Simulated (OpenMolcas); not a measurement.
**One shape, several levels: InH3Cl− ([InClH3]-)**

Wanted: a comparison of 6 runs (HF/STO-3G, HF/def2-SVP, B2PLYP/3-21G, SVWN5/def2-SVP, CCSD[T]/LANL2DZ, CCSD(T)/3-21G) of InH3Cl− ([InClH3]-). 

The calculation is run with OpenMolcas 26.06.

3 further runs of the same task are left out: 3 set aside as unsound or not needed.

**1. The structure to begin with**

InH3Cl−: 5 atoms, total charge -1, spin state singlet. SMILES: `[H][In-]([H])([H])[Cl]`. The shape comes from GFN2-xTB, which is rough for such elements, and wasn't checked as a minimum.

Bond lengths: In1–Cl2 2.339 Å, In1–H3 1.697 Å, In1–H4 1.696 Å, In1–H5 1.697 Å. Angles: Cl2–In1–H3 106.6°, Cl2–In1–H4 106.7°, Cl2–In1–H5 106.7°, H3–In1–H4 111.9°, H3–In1–H5 112.2°, H4–In1–H5 112.2°.

**2. Energy and gradient at HF/STO-3G (run 1)**

The input, mol.input:

```
* ClH3In Hartree-Fock
&GATEWAY
BasLib = $CurrDir
Coord
5
angstrom
In      -0.002150       0.000620      -0.175700
Cl       0.012800      -0.020350       2.163640
H        1.620790       0.013380      -0.670930
H       -0.818090       1.410990      -0.645940
H       -0.813350      -1.404640      -0.671060
Basis = STO-3G
Group = NoSym
&SEWARD
&SCF
Charge = -1
Thresholds = 1e-10 1e-07 1e-07 1e-05
PrOrbitals = 1 2
&ALASKA
```

The basis set STO-3G is read from a file made from the Basis Set Exchange's data (not shown).

Started as:

```sh
$ export MOLCAS_MEM=1860
$ pymolcas mol.input > mol.log
```

The log of the run:

```text
--- Start Module: gateway ---
[...]
--- Stop Module: gateway /rc=_RC_ALL_IS_WELL_ ---
[...]
      Basis functions           39
[...]
--- Start Module: scf ---
[...]
       Convergence after  11 Iterations
[...]
::    Total SCF energy                              -6139.1928621169
[...]
      Total spin, S                                     0.0000000000
[...]
      Total electronic charge=   70.000000
      Total            charge=   -1.000000
[...]
      Dipole Moment (debye):
      Origin of the operator (angstrom)=    0.0012   -0.0041    0.3497
                   X= -2.1623E-02               Y=  6.3321E-03               Z= -1.7465E+00           Total=  1.7467E+00
      Center of Charge (angstrom)
[...]
--- Stop Module: scf /rc=_RC_ALL_IS_WELL_ ---
--- Start Module: alaska ---
[...]
 *              Molecular gradients               *
 **************************************************
  Irreducible representation: a
 ------------------------------------------------------------------------------------------
                              X                       Y                       Z
 ------------------------------------------------------------------------------------------
  IN1              -5.88865591340526E-05   -4.68563756447105E-04    3.85871320675051E-02
  CL2              -5.28948472250379E-05    1.77936148418878E-04   -1.78971129304415E-02
  H3                1.72356625723111E-02    3.27910927783337E-04   -6.95817715458347E-03
  H4               -8.44933743770504E-03    1.49259713441428E-02   -6.72533468793901E-03
  H5               -8.67454372825716E-03   -1.49632546638916E-02   -7.00650729454377E-03
 ------------------------------------------------------------------------------------------
--- Stop Module: alaska /rc=_RC_ALL_IS_WELL_ ---
[...]
```

It took 3 s on 1 thread of AMD EPYC 7R43 (Zen 3), shared host; peak memory 0.38 GiB.

**3. Energy and forces at HF/def2-SVP (core potential) (run 2)**

The input, input.xyz:

```xyz
5

In    -0.002150     0.000620    -0.175700
Cl     0.012800    -0.020350     2.163640
H      1.620790     0.013380    -0.670930
H     -0.818090     1.410990    -0.645940
H     -0.813350    -1.404640    -0.671060
```

The input, job.input:

```
* ClH3In Hartree-Fock
&GATEWAY
BasLib=$CurrDir
Coord=input.xyz
Basis=def2-SVP
Group=NoSym
&SEWARD
&SCF
Charge=-1
Thresholds=1e-10 1e-07 1e-07 1e-05
PrOrbitals=1
&ALASKA
```

The basis set def2-SVP is read from a file made from the Basis Set Exchange's data (not shown).

Started as:

```sh
$ export MOLCAS_MEM=1860
$ pymolcas job.input > job.log
```

The log of the run:

```text
--- Start Module: gateway ---
[...]
--- Stop Module: gateway /rc=_RC_ALL_IS_WELL_ ---
[...]
      Basis functions           59
[...]
--- Start Module: scf ---
[...]
       Convergence after  13 Iterations
[...]
::    Total SCF energy                               -650.3542407588
[...]
      Total spin, S                                     0.0000000000
[...]
      Total electronic charge=   42.000000
      Total            charge=   -1.000000
[...]
      Dipole Moment (debye):
      Origin of the operator (angstrom)=    0.0012   -0.0041    0.3497
                   X= -1.7084E-02               Y= -6.2792E-04               Z= -9.2156E-01           Total=  9.2171E-01
      Center of Charge (angstrom)
[...]
--- Stop Module: scf /rc=_RC_ALL_IS_WELL_ ---
[...]
--- Start Module: alaska ---
[...]
 *              Molecular gradients               *
 **************************************************
  Irreducible representation: a
 ------------------------------------------------------------------------------------------
                              X                       Y                       Z
 ------------------------------------------------------------------------------------------
  IN1              -9.84050741218018E-05   -1.15618947733431E-04    2.12692553506866E-02
  CL2              -2.15740964796318E-04    4.03671672041472E-04   -4.28529114170466E-02
  H3               -2.40581991906068E-02   -4.73043064632556E-05    7.32461196645917E-03
  H4                1.23512109648125E-02   -2.10848288227692E-02    6.96218419922445E-03
  H5                1.20211342647112E-02    2.08440804049217E-02    7.29685990069773E-03
 ------------------------------------------------------------------------------------------
--- Stop Module: alaska /rc=_RC_ALL_IS_WELL_ ---
[...]
```

Wall time 4.5 s (1 thread of AMD EPYC 7R43 (Zen 3), shared host); peak memory 0.39 GiB.

**4. The energy at B2PLYP/3-21G (run 3)**

The input, coord.xyz:

```xyz
5

In    -0.002150     0.000620    -0.175700
Cl     0.012800    -0.020350     2.163640
H      1.620790     0.013380    -0.670930
H     -0.818090     1.410990    -0.645940
H     -0.813350    -1.404640    -0.671060
```

The input, job.inp:

```
&GATEWAY
 BASLIB=$CurrDir
 COORD=coord.xyz
 BASIS=3-21G
 GROUP=NoSym

&SEWARD
 GRIDINPUT
 Grid=UltraFine
 End of Grid

&SCF
 CHARGE=-1
 KSDFT=B2PLYP_SCF
 THRESHOLDS=1e-10 1e-07 1e-07 1e-05
 PRORBITALS=1 1

&MBPT2
 FROZEN=23
```

The basis set 3-21G is read from a file made from the Basis Set Exchange's data (not shown).

Started as:

```sh
$ export MOLCAS_MEM=1860
$ pymolcas job.inp > job.log
```

The log of the run:

```text
--- Start Module: gateway ---
[...]
--- Stop Module: gateway /rc=_RC_ALL_IS_WELL_ ---
[...]
      Basis functions           50
[...]
--- Start Module: scf ---
[...]
       Convergence after  13 Iterations
[...]
::    Total KS-DFT energy                           -6176.1897436577
[...]
      Total spin, S                                     0.0000000000
[...]
      Total electronic charge=   70.000000
      Total            charge=   -1.000000
[...]
      Dipole Moment (debye):
      Origin of the operator (angstrom)=    0.0012   -0.0041    0.3497
                   X= -2.1917E-02               Y=  6.9689E-03               Z= -1.7493E+00           Total=  1.7495E+00
      Center of Charge (angstrom)
[...]
--- Stop Module: scf /rc=_RC_ALL_IS_WELL_ ---
[...]
--- Start Module: mbpt2 ---
[...]
 ###    WARNING: MP2 implementation intended for RHF references only         ###
 ###############################################################################
MBPT2 WARNING: Reference function according to RunFile:KS-DFT
I'll assume you know what you're doing and continue
WARNING!
Default frozen orbitals as non valence orbitals is overwritten by user input.
Default values:  23
[...]
       Reference weight ( Cref**2 )         =        0.93596
::    Total MBPT2 energy                            -6176.3048061065
[...]
      Total MBPT2 calculations                           0.08      0.10
--- Stop Module: mbpt2 /rc=_RC_ALL_IS_WELL_ ---
[...]
```

It took 7.2 s on 1 thread of AMD EPYC 7R43 (Zen 3), shared host; peak memory 0.38 GiB.

Runs 4 to 5 aren't shown in full; the table further down has their settings and results.

**5. A single-point energy at CCSD(T)/3-21G (run 6)**

The input, job.input:

```
* ClH3In CCSD(T)

&GATEWAY
  BasLib=$CurrDir
  BasisSet
  In.3-21G....
  In1 -0.002150 0.000620 -0.175700 angstrom
  End of Basis
  BasisSet
  Cl.3-21G....
  Cl2 0.012800 -0.020350 2.163640 angstrom
  End of Basis
  BasisSet
  H.3-21G....
  H3 1.620790 0.013380 -0.670930 angstrom
  H4 -0.818090 1.410990 -0.645940 angstrom
  H5 -0.813350 -1.404640 -0.671060 angstrom
  End of Basis

&SEWARD

&SCF
  Charge=-1
  Thresholds=1e-10 1e-07 1e-07 1e-05
  PrOrbitals=0

&RASSCF
  FileOrb=$Project.ScfOrb
  Spin=1
  Nactel=0 0 0
  Inactive=35
  Ras2=0
  OutOrbitals=Canonical
  OrbListing=Few

&MOTRA
  JobIph
  Frozen=23

&CCSDT
  CCT
  Triples=2
  Iterations=80
  Accuracy=1e-08
  Extrapolation=5 4
```

The basis set 3-21G is read from a file made from the Basis Set Exchange's data (not shown).

Started as:

```sh
$ export MOLCAS_MEM=1860
$ pymolcas job.input > job.log
```

The log of the run:

```text
--- Start Module: gateway ---
[...]
--- Stop Module: gateway /rc=_RC_ALL_IS_WELL_ ---
[...]
      Basis functions           50
[...]
       Convergence after  13 Iterations
[...]
::    Total SCF energy                              -6173.8279890706
[...]
      Total spin, S                                     0.0000000000
[...]
      Number of active orbitals                  0
[...]
      Spin quantum number                      0.0
[...]
      Active orbitals                            0
[...]
      Number of CSFs                             1
[...]
      Number of root(s) required                 1
[...]
      Convergence after  4 iterations
[...]
      Natural orbitals and occupation numbers for root  1
      ************************************************************************************************************************
      *                                                    Final results                                                     *
      ************************************************************************************************************************
[...]
::    RASSCF root number  1 Total energy:  -6173.82798907
[...]
      Total electronic charge=   70.000000
      Total            charge=   -1.000000
[...]
      Dipole Moment (debye):
      Origin of the operator (angstrom)=    0.0012   -0.0041    0.3497
                   X= -2.4274E-02               Y=  6.9563E-03               Z= -1.9075E+00           Total=  1.9077E+00
      Center of Charge (angstrom)
[...]
--- Start Module: motra ---
[...]
      *** WARNING: Default frozen orbitals is overwritten by user input.
      *** Default values:  23
[...]
--- Stop Module: motra /rc=_RC_ALL_IS_WELL_ ---
--- Start Module: ccsdt ---
[...]
      Convergence after                    14  Iterations
      Total energy (diff) :   -6173.94123624      -0.00000000
[...]
 METHOD                       : CCSD+T(CCSD)+<T3(1)WT1> = CCSD(T)
[...]
       CCSD     =     -6173.9412362447101
[...]
--- Stop Module: ccsdt /rc=_RC_ALL_IS_WELL_ ---
[...]
```

Run time: 4.8 s. Hardware: 1 thread of AMD EPYC 7R43 (Zen 3), shared host; peak memory 0.38 GiB.

**6. The series**

| run | level | task | frozen core orbitals | energy (Eh) | HOMO energy (eV) | LUMO energy (eV) | HOMO–LUMO gap (eV) | wall time |
| --- | --- | --- | --- | --- | --- | --- | --- | --- |
| 1 | HF/STO-3G | gradient | – | -6139.192862 | -2.03 | 16.97 | 19.00 | 3 s |
| 2 | HF/def2-SVP (core potential) | gradient | – | -650.354241 | -5.19 | 7.43 | 12.62 | 4.5 s |
| 3 | B2PLYP/3-21G | energy | 23 | -6176.220811 | -3.43 | 5.97 | 9.41 | 7.2 s |
| 4 | SVWN5/def2-SVP (core potential) | gradient | – | -650.216052 | -0.92 | 4.33 | 5.26 | 10 s |
| 5 | CCSD[T]/LANL2DZ (core potential) | energy | 0 | -18.388210 | -5.42 | 7.24 | 12.66 | 3.3 s |
| 6 | CCSD(T)/3-21G | energy | 23 | -6173.942483 | -5.37 | 7.46 | 12.83 | 4.8 s |

**7. Results**

```
                                                    quantity           value
                                         run 6: total energy  -6173.94248 Eh
                  run 6: HOMO energy (Hartree–Fock orbitals)        -5.37 eV
                  run 6: LUMO energy (Hartree–Fock orbitals)         7.46 eV
run 6: HOMO–LUMO gap (to an unbound level, set by the basis)        12.83 eV
         run 6: correlation energy (23 core orbitals frozen)      -114.5 mEh
                                       run 6: (T) correction       -1.25 mEh
```

What this shows: Over runs 1, 2, 3, 4 the HOMO–LUMO gap runs from 5.26 eV (SVWN5/def2-SVP) to 19.00 eV (HF/STO-3G). The two ends differ in method and basis and core potential. The empty levels of an anion lie above zero and hang on the basis. For B2PLYP the log adds the whole second-order term; the table takes 0.27 of it, as the functional is defined. Totals of different functionals can't be ranked against each other. Some runs of one species differ in core potentials or relativity; totals across that change don't compare. In run 1 the basis is minimal, so the values are rough. In runs 1, 3, 6 relativity is left out where basis or elements ask for it. All runs together took 33 s, the longest 10 s.
